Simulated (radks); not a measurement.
# Ionisation of Xe²⁺: one atom, several choices of relativity

Aim: the ionisation energy of Xe²⁺ ([Kr] 4d10 5s2 5p4) to Xe³⁺ ([Kr] 4d10 5s2 5p3) for each choice of relativity, and which comes nearest the tabulated value.

Program: radks (a radial shooting solver on a logarithmic mesh, Libxc functionals) version 1. Level of theory: Kohn-Sham, PBE, spin-unpolarised, spherical densities. These are calculated values, not measurements, unless marked.

## (1) Starting point

* element: xenon (Z = 54)
* charge: +2
* electrons: 52
* configuration: [Kr] 4d10 5s2 5p4
* ion: Xe³⁺, [Kr] 4d10 5s2 5p3
* choices: non-relativistic; scalar-relativistic; Dirac, 2j+1 shares; Dirac, low j first; scalar-relativistic, finite nucleus; Dirac, 2j+1 shares, finite nucleus; Dirac, c × 2; Dirac, c × 1.5; Dirac, c × 10

## (2) non-relativistic: Xe²⁺

Settings of this run:

```text
Z 54
configuration [Kr] 4d10 5s2 5p4 6s0 4f0
relativity non-relativistic
functional pbe,pbe
spin unpolarised
nucleus point
```

## (3) non-relativistic: Xe³⁺

Settings of this run:

```text
Z 54
configuration [Kr] 4d10 5s2 5p3
relativity non-relativistic
functional pbe,pbe
spin unpolarised
nucleus point
```

## (4) scalar-relativistic: Xe²⁺

Settings of this run:

```text
Z 54
configuration [Kr] 4d10 5s2 5p4 6s0 4f0
relativity scalar-relativistic
functional pbe,pbe
spin unpolarised
nucleus point
c 137.035999084
```

## (5) scalar-relativistic: Xe³⁺

Settings of this run:

```text
Z 54
configuration [Kr] 4d10 5s2 5p3
relativity scalar-relativistic
functional pbe,pbe
spin unpolarised
nucleus point
c 137.035999084
```

## (6) Dirac, 2j+1 shares: Xe²⁺

Settings of this run:

```text
Z 54
configuration [Kr] 4d10 5s2 5p4 6s0 4f0
relativity Dirac
functional pbe,pbe
spin unpolarised
j_filling average
nucleus point
c 137.035999084
```

## (7) Dirac, 2j+1 shares: Xe³⁺

Settings of this run:

```text
Z 54
configuration [Kr] 4d10 5s2 5p3
relativity Dirac
functional pbe,pbe
spin unpolarised
j_filling average
nucleus point
c 137.035999084
```

## (8) Dirac, low j first: Xe²⁺

Settings of this run:

```text
Z 54
configuration [Kr] 4d10 5s2 5p4 6s0 4f0
relativity Dirac
functional pbe,pbe
spin unpolarised
j_filling energy
nucleus point
c 137.035999084
```

## (9) Dirac, low j first: Xe³⁺

Settings of this run:

```text
Z 54
configuration [Kr] 4d10 5s2 5p3
relativity Dirac
functional pbe,pbe
spin unpolarised
j_filling energy
nucleus point
c 137.035999084
```

## (10) scalar-relativistic, finite nucleus: Xe²⁺

Settings of this run:

```text
Z 54
configuration [Kr] 4d10 5s2 5p4 6s0 4f0
relativity scalar-relativistic
functional pbe,pbe
spin unpolarised
nucleus finite rms 4.7859 fm
c 137.035999084
```

## (11) scalar-relativistic, finite nucleus: Xe³⁺

Settings of this run:

```text
Z 54
configuration [Kr] 4d10 5s2 5p3
relativity scalar-relativistic
functional pbe,pbe
spin unpolarised
nucleus finite rms 4.7859 fm
c 137.035999084
```

## (12) Dirac, 2j+1 shares, finite nucleus: Xe²⁺

Settings of this run:

```text
Z 54
configuration [Kr] 4d10 5s2 5p4 6s0 4f0
relativity Dirac
functional pbe,pbe
spin unpolarised
j_filling average
nucleus finite rms 4.7859 fm
c 137.035999084
```

## (13) Dirac, 2j+1 shares, finite nucleus: Xe³⁺

Input: that of step 12 with these lines changed.

```diff
@@ -1,3 +1,3 @@
 Z 54
-configuration [Kr] 4d10 5s2 5p4 6s0 4f0
+configuration [Kr] 4d10 5s2 5p3
 relativity Dirac
```

## (14) Dirac, c × 2: Xe²⁺

Settings of this run:

```text
Z 54
configuration [Kr] 4d10 5s2 5p4 6s0 4f0
relativity Dirac
functional pbe,pbe
spin unpolarised
j_filling average
nucleus point
c 274.072
```

## (15) Dirac, c × 2: Xe³⁺

Settings of this run:

```text
Z 54
configuration [Kr] 4d10 5s2 5p3
relativity Dirac
functional pbe,pbe
spin unpolarised
j_filling average
nucleus point
c 274.072
```

## (16) Dirac, c × 1.5: Xe²⁺

Settings of this run:

```text
Z 54
configuration [Kr] 4d10 5s2 5p4 6s0 4f0
relativity Dirac
functional pbe,pbe
spin unpolarised
j_filling average
nucleus point
c 205.554
```

## (17) Dirac, c × 1.5: Xe³⁺

Settings of this run:

```text
Z 54
configuration [Kr] 4d10 5s2 5p3
relativity Dirac
functional pbe,pbe
spin unpolarised
j_filling average
nucleus point
c 205.554
```

## (18) Dirac, c × 10: Xe²⁺

Settings of this run:

```text
Z 54
configuration [Kr] 4d10 5s2 5p4 6s0 4f0
relativity Dirac
functional pbe,pbe
spin unpolarised
j_filling average
nucleus point
c 1370.35999
```

## (19) Dirac, c × 10: Xe³⁺

Settings of this run:

```text
Z 54
configuration [Kr] 4d10 5s2 5p3
relativity Dirac
functional pbe,pbe
spin unpolarised
j_filling average
nucleus point
c 1370.35999
```

**Question.** What will these runs give? Wanted: for each run, relativity; E(Xe²⁺); Δ-SCF; −ε(HOMO); <r> HOMO; error.

As calculated:

| relativity | E(Xe²⁺) (hartree) | Δ-SCF (eV) | −ε(HOMO) (eV) | <r> HOMO (bohr) | error (eV) |
| --- | --- | --- | --- | --- | --- |
| non-relativistic | -7232.97363 | 31.588 | 26.537 | 2.111 | +0.54 |
| scalar-relativistic | -7446.04120 | 31.723 | 26.632 | 2.091 | +0.67 |
| Dirac, 2j+1 shares | -7449.00746 | 31.763 | 26.148 | 2.116 | +0.71 |
| Dirac, low j first | -7449.04509 | 31.087 | 26.042 | 2.119 | +0.04 |
| scalar-relativistic, finite nucleus | -7445.77729 | 31.724 | 26.632 | 2.091 | +0.67 |
| Dirac, 2j+1 shares, finite nucleus | -7448.74257 | 31.763 | 26.148 | 2.116 | +0.71 |
| Dirac, c × 2 | -7283.88094 | 31.627 | 26.445 | 2.112 | +0.58 |
| Dirac, c × 1.5 | -7324.82330 | 31.660 | 26.371 | 2.113 | +0.61 |
| Dirac, c × 10 | -7234.97407 | 31.589 | 26.534 | 2.111 | +0.54 |

**Reading.** The NIST Atomic Spectra Database lists 31.05 eV (semi-empirical). The smallest miss is that of Dirac, low j first (+0.04 eV), the largest that of Dirac, 2j+1 shares, finite nucleus (+0.71 eV). Runs with a scaled speed of light are not ranked. The ionisation energies span 0.68 eV, the total energies of Xe²⁺ 5880 eV (scaled speeds of light included): most of the change in the total cancels in the difference. From the non-relativistic level to Dirac, 2j+1 shares, finite nucleus the 1s level goes from -32946 to -34366 eV and the ionisation energy moves by +0.18 eV. Levels marked c × scale the speed of light and are no model of nature. Spin polarisation and multiplet splitting of open shells are left out at every level.
